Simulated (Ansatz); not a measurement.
# AlCl2H2N: the cost of one run

Computed with Ansatz 0.2.0, Gaussian basis. Level: PBE0-D4/def2-TZVP structures, single points in def2-TZVPP, no counterpoise correction.

Levels: SPW92, PBE-D4, BLYP-D4, r2SCAN-D4, B97M-V, PBE0-D4, B3LYP-D4, r2SCAN0-D4, BHLYP-D4, CAM-B3LYP-D4, wB97X-V, wB97M-V, B2PLYP, PBE-QIDH, RPA on PBE, Hartree-Fock, MP2, CCSD, CCSD(T).

Correlated methods freeze the cores. B3LYP uses VWN-RPA correlation. B2PLYP carries no dispersion term here.

94 further runs of the same task are left out: 94 set aside as unsound or not needed.

**1. Where the work starts**

The complex: 11 atoms, charge 0, spin multiplicity 1.

Atoms are counted from 1 here; the program's logs count them from 0.

Bond lengths: Al1–Cl3 2.085 Å, Al1–Cl4 2.086 Å, Al1–N6 1.749 Å, C2–H5 1.094 Å, C2–H7 1.089 Å, C2–H8 1.090 Å, C2–H9 1.092 Å, N6–H10 1.006 Å, N6–H11 1.006 Å. Angles: Cl3–Al1–Cl4 120.0°, Cl3–Al1–N6 119.9°, Cl4–Al1–N6 119.7°, H5–C2–H7 109.4°, H5–C2–H8 108.0°, H5–C2–H9 111.3°, H7–C2–H8 110.2°, H7–C2–H9 109.5°, H8–C2–H9 108.4°, Al1–N6–H10 124.4°, Al1–N6–H11 124.4°, H10–N6–H11 111.2°.

As a file:

```xyz
11
CH6AlCl2N
Al   -1.1861   -0.2917   -0.7280
C     1.4425   -0.5025    1.0207
Cl   -0.2304   -1.5620   -2.0766
Cl   -2.3646   -1.0865    0.7987
H     1.0237    0.4225    0.6139
N    -1.1492    1.4387   -0.9822
H     2.1584   -0.9178    0.3135
H     1.9383   -0.2632    1.9612
H     0.6608   -1.2378    1.2214
H    -0.6563    1.8929   -1.7328
H    -1.6370    2.1074   -0.4098
```

Its parts: AlCl₂H₂N holds atoms 1, 3, 4, 6, 10, 11; CH₄ holds atoms 2, 5, 7, 8, 9. Each part counts its atoms afresh in its own runs.

**2. Relaxing AlCl₂H₂N alone**

The input, relax-a/in.yaml:

```yaml
crystal:
  periodic: [false, false, false]
  atoms:
    - {symbol: Al, position_ang: [-1.186145, -0.291744, -0.727961]}
    - {symbol: Cl, position_ang: [-0.230404, -1.561982, -2.076593]}
    - {symbol: Cl, position_ang: [-2.364593, -1.086458, 0.798730]}
    - {symbol: N, position_ang: [-1.149248, 1.438700, -0.982175]}
    - {symbol: H, position_ang: [-0.656333, 1.892910, -1.732844]}
    - {symbol: H, position_ang: [-1.637040, 2.107448, -0.409802]}
basis:
  gaussian: {orbitals: def2-TZVP}
hamiltonian: {xc: pbe0, dispersion: d4}
relax: {f_tol: 0.005, max_steps: 200}
```

Launch:

```sh
> ansatz run in.yaml --threads 8 --pin off --events-out ev --progress --plain --max-ram 19148MiB
```

**Question.** How long does this run take on 8 threads of Arm Neoverse V1, shared host?

About 6.5 s.
